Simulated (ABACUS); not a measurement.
Wanted: the native input for an ABACUS 3.10.1 run.

```
Task                                          : single point
Functional                                    : AM05
Potentials or basis                           : SG15 ONCV 1.2 PBE
Cutoff                                        : 1361 eV
Density cutoff                                : 5442 eV
Basis                                         : DZP LCAO (the cutoffs set its grid)
k mesh                                        : 10 × 10 × 1
Occupations                                   : fermi-dirac, width 0.05 eV
Spin                                          : no spin polarisation
Radial cutoff of the potentials (pseudo_rcut) : 7 bohr
Orbital files                                 : Ti Ti_confined-atom_7au_3s2p2d1f.orb
SCF threshold on the density                  : 1e-06
Max SCF steps                                 : 100
Eigensolver                                   : genelpa
Mixing                                        : broyden
Mixing share                                  : 0.3
Symmetry key                                  : 1
Mixing history                                : 12
```

Ti, a slab with vacuum:

```
CELL_PARAMETERS angstrom
2.95000 0.00000 0.00000
-1.47500 2.55477 0.00000
0.00000 0.00000 24.37200
ATOMIC_POSITIONS crystal
Ti 0.33333 0.66667 0.30773
Ti 0.66667 0.33333 0.40387
Ti 0.33333 0.66667 0.50000
Ti 0.66667 0.33333 0.59613
Ti 0.33333 0.66667 0.69227
```

The slab is cut from a database's or a generator's crystal, which needn't be the stable form of the element.

The input as run:

INPUT

```
INPUT_PARAMETERS
suffix              Ti
calculation         scf
basis_type          lcao
pseudo_dir          ./
orbital_dir         ./
symmetry            1
dft_functional      GGA_X_AM05+GGA_C_AM05
ecutwfc             100
pseudo_rcut         7
nspin               1
nbands              36
ks_solver           genelpa
smearing_method     fd
smearing_sigma      0.00367493
scf_thr             1e-06
scf_nmax            100
mixing_type         broyden
mixing_beta         0.3
cal_force           1
out_mul             1
mixing_ndim         12
out_chg             1
out_pot             2
out_elf             1
```

STRU

```
ATOMIC_SPECIES
Ti 47.8670 Ti_ONCV_PBE-1.2.upf

NUMERICAL_ORBITAL
Ti_confined-atom_7au_3s2p2d1f.orb

LATTICE_CONSTANT
1.8897261246

LATTICE_VECTORS
2.9499978604 0.0000000000 0.0000000000
-1.4749989302 2.5547730882 0.0000000000
0.0000000000 0.0000000000 24.3720000000

ATOMIC_POSITIONS
Direct

Ti
0.0
5
0.3333333333 0.6666666666 0.3077301822 1 1 1
0.6666666667 0.3333333334 0.4038650911 1 1 1
0.3333333333 0.6666666666 0.5000000000 1 1 1
0.6666666667 0.3333333334 0.5961349089 1 1 1
0.3333333333 0.6666666666 0.6922698178 1 1 1
```

KPT

```
K_POINTS
0
Gamma
10 10 1 0 0 0
```

Potentials or basis: SG15 ONCV 1.2 PBE, DZP LCAO (the cutoffs set its grid).

Launch:

```sh
$ OMP_NUM_THREADS=1 mpirun -np 4 abacus > log
```

It gave:

The largest force is 0.791 eV/Å, the band gap on the k mesh is none (metal or under the smearing width) and the work function of the upper face is 3.22 eV. The work function of the lower face is 3.22 eV.

Caveat: the atomic orbitals were generated for these runs and aren't a published set; confined orbitals describe the vacuum poorly, which shifts work functions; the potentials were made for another functional, which shifts forces and pressure; the basis of atomic orbitals isn't converged, which shifts pressures, moduli and gaps.

Wall time 88 s on 4 MPI ranks on AMD EPYC 7R43 64-Core Processor (Zen 3), on a shared host, peak memory 0.56 GiB a rank.
